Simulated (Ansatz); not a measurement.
# CH₆OSi₂: one species, many methods

How much do the methods differ for CH₆OSi₂? The plan is to run it at one geometry with functionals of several rungs and with coupled cluster. The yardstick is the atomisation energy at the CCSD(T) limit.

Program: Ansatz 0.2.0, Gaussian basis. Level of theory: functionals in def2-TZVPP, the program's frozen cores in correlated methods. These are calculated values, not measurements.

The runs, in order: LDA (SPW92), PBE-D4, revPBE-D4, BLYP-D4, r2SCAN-D4, B97M-V, PBE0-D4, B3LYP-D4, r2SCANh-D4, r2SCAN0-D4, HSE06-D4, BHLYP-D4, CAM-B3LYP-D4, LC-ωPBE, ωB97X-V, ωB97M-V, B2PLYP, PBE-QIDH; CCSD(T)/def2-SVP; CCSD(T)/def2-TZVPP; MP2/def2-QZVPP; extrapolation to the limit; RPA on PBE.

**1. The geometry**

All runs share one geometry, relaxed beforehand with PBE0-D4 in a triple-zeta def2 set.

10 atoms, charge 0, spin multiplicity 1.

Atoms are counted from 1 here; the program's logs count them from 0.

Bond lengths: Si1–C2 1.866 Å, Si1–H5 1.488 Å, Si1–H6 1.487 Å, Si1–H7 1.486 Å, C2–O3 1.495 Å, C2–Si4 1.810 Å, C2–H8 1.092 Å, O3–Si4 1.659 Å, Si4–H9 1.478 Å, Si4–H10 1.478 Å. Angles: C2–Si1–H5 108.6°, C2–Si1–H6 111.6°, C2–Si1–H7 109.2°, H5–Si1–H6 109.0°, H5–Si1–H7 109.5°, H6–Si1–H7 108.9°, Si1–C2–O3 114.1°, Si1–C2–Si4 123.3°, Si1–C2–H8 116.7°, O3–C2–Si4 59.4°, O3–C2–H8 111.5°, Si4–C2–H8 116.9°, C2–O3–Si4 69.8°, C2–Si4–O3 50.8°, C2–Si4–H9 121.8°, C2–Si4–H10 121.5°, O3–Si4–H9 117.2°, O3–Si4–H10 116.6° and more.

**2. LDA**

This LDA is Slater exchange with PW92 correlation.

File in.yaml:

```yaml
crystal:
  periodic: [false, false, false]
  atoms:
    - {symbol: Si, position_ang: [-0.128802, 1.521376, 0.272078]}
    - {symbol: C, position_ang: [-0.252149, -0.319140, 0.552737]}
    - {symbol: O, position_ang: [1.069743, -1.014605, 0.624569]}
    - {symbol: Si, position_ang: [0.212647, -1.548218, -0.692110]}
    - {symbol: H, position_ang: [-1.498036, 2.060905, 0.052111]}
    - {symbol: H, position_ang: [0.482194, 2.212731, 1.438385]}
    - {symbol: H, position_ang: [0.704794, 1.777568, -0.931617]}
    - {symbol: H, position_ang: [-0.921933, -0.650598, 1.348451]}
    - {symbol: H, position_ang: [0.710017, -1.156108, -2.027391]}
    - {symbol: H, position_ang: [-0.295573, -2.935210, -0.634314]}
basis:
  gaussian: {orbitals: def2-TZVPP}
hamiltonian: {xc: lda}
output: {orbitals: {seedname: orbitals}}
```

On the command line:

```
$ ansatz run in.yaml --threads 2 --pin off --events-out ev --progress --plain --max-ram 4352MiB
```

The runs that follow: PBE-D4 (GGA); revPBE-D4 (GGA); BLYP-D4 (GGA); r2SCAN-D4 (meta-GGA); B97M-V (meta-GGA); B3LYP-D4 (hybrid); r2SCANh-D4 (hybrid); r2SCAN0-D4 (hybrid); HSE06-D4 (hybrid); BHLYP-D4 (hybrid); CAM-B3LYP-D4 (range-separated); LC-ωPBE (range-separated); ωB97X-V (range-separated); ωB97M-V (range-separated); B2PLYP (double hybrid); PBE-QIDH (double hybrid); CCSD(T) in def2-SVP; CCSD(T) in def2-TZVPP; MP2 in def2-QZVPP; RPA on PBE orbitals.

Before running them: what should the planned runs give, taken together? Wanted: atomisation energy, CCSD(T)/CBS; farthest beyond LDA; mean size of error, GGA; mean size of error, meta-GGA; mean size of error, hybrid; mean size of error, range-separated; mean size of error, double hybrid; gap, smallest and largest; T1 diagnostic.

**Answer**, as computed:

```
                               quantity                                                       value
        atomisation energy, CCSD(T)/CBS                                              798.3 kcal/mol
functionals within 4.0 kcal/mol (0.5 %)  PBE-D4, r2SCAN-D4, B97M-V, B3LYP-D4, CAM-B3LYP-D4, ωB97M-V
                    farthest beyond LDA                                   BHLYP-D4 (-23.5 kcal/mol)
                mean size of error, GGA                                                7.5 kcal/mol
           mean size of error, meta-GGA                                                1.0 kcal/mol
             mean size of error, hybrid                                               10.1 kcal/mol
    mean size of error, range-separated                                                3.4 kcal/mol
      mean size of error, double hybrid                                               11.7 kcal/mol
              gap, smallest and largest                   4.80 eV (LDA (SPW92)), 11.78 eV (LC-ωPBE)
                          T1 diagnostic                                                      0.0143
triples share of the correlation energy                                                       3.9 %
```

In words: The LDA atomisation energy is off by 104.2 kcal/mol (13 %): it overbinds. PBE-D4 misses by +3.5 kcal/mol. Double hybrids carry the basis error of their MP2 part in triple zeta, and no dispersion term here, so their miss is partly the set-up's. The rungs meta-GGA, range-separated miss on average by less than the doubt on the reference (4.0 kcal/mol), so they tie. Misses under about 4.0 kcal/mol are within the doubt on the reference itself, which lacks core-valence correlation, relativity and higher excitations. Hartree-Fock recovers 72 % of the binding; the rest is correlation. CCSD(T) in def2-SVP is off by -58.6 kcal/mol, so the small basis spoils what the method gains. Orbital gaps span 4.8 to 11.8 eV; exact exchange widens them.
